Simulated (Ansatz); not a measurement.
Crystal: CsLiCr2Te2S3.

```
CELL_PARAMETERS angstrom
3.60358 0.00000 0.00000
-1.80179 3.12079 0.00000
0.00000 0.00000 19.06651
ATOMIC_POSITIONS crystal
Cs 0.00000 0.00000 0.37399
Li 0.66667 0.33333 0.01607
Cr 0.00000 0.00000 0.86637
Cr 0.33333 0.66667 0.16833
Te 0.33333 0.66667 0.53891
Te 0.66667 0.33333 0.77276
S 0.00000 0.00000 0.10030
S 0.33333 0.66667 0.92920
S 0.66667 0.33333 0.23408
```

The cell was built by a generator and needn't be a form met in nature.

Base run:

| Item | Value |
| --- | --- |
| Program | Ansatz 0.2.0 |
| Functional | PBE |
| Potentials or basis | Ansatz PAW |
| Cutoff | 420 eV |
| Density cutoff | 1680 eV |
| k mesh | 9 × 9 × 2 |
| Occupations | fermi-dirac, width 0.05 eV |
| Spin | collinear spin, ferromagnetic start |
| Starting moments | [0.0, 0.0, 3.0, 3.0, 0.0, 0.0, 0.0, 0.0, 0.0] μB |
| Hubbard terms | Cr d U = 8 eV |

Its results: band gap on the k mesh none (metal or under the smearing width); pressure 5.4 GPa; net moment 6.15 μB per cell; site moments Cs -0.01; Li -0.03; Cr +3.52, +3.37; Te -0.03, -0.30; S -0.31, -0.29 μB; largest force 1.415 eV/Å.

Problem. The run is repeated on the same cell with these changes: hubbard terms from Cr d U = 8 eV to Cr d U = 4 eV. What comes out?

Solution. Band gap on the k mesh none (metal or under the smearing width); pressure 2.6 GPa; net moment 6.09 μB per cell; site moments Cs -0.00; Li -0.01; Cr +3.16, +3.03; Te -0.01, -0.20; S -0.16, -0.17 μB; largest force 0.769 eV/Å.

Caveats: the magnetic or orbital state may not be the lowest; only a ferromagnetic start was run, and an antiferromagnetic order may lie lower in energy; the density of states is complete only up to the lowest level of the last band computed; forces of over 1 eV/Å show positions far from the minimum, so gaps and moduli don't describe the material at rest (some runs).

Not every run made on this cell is shown here.
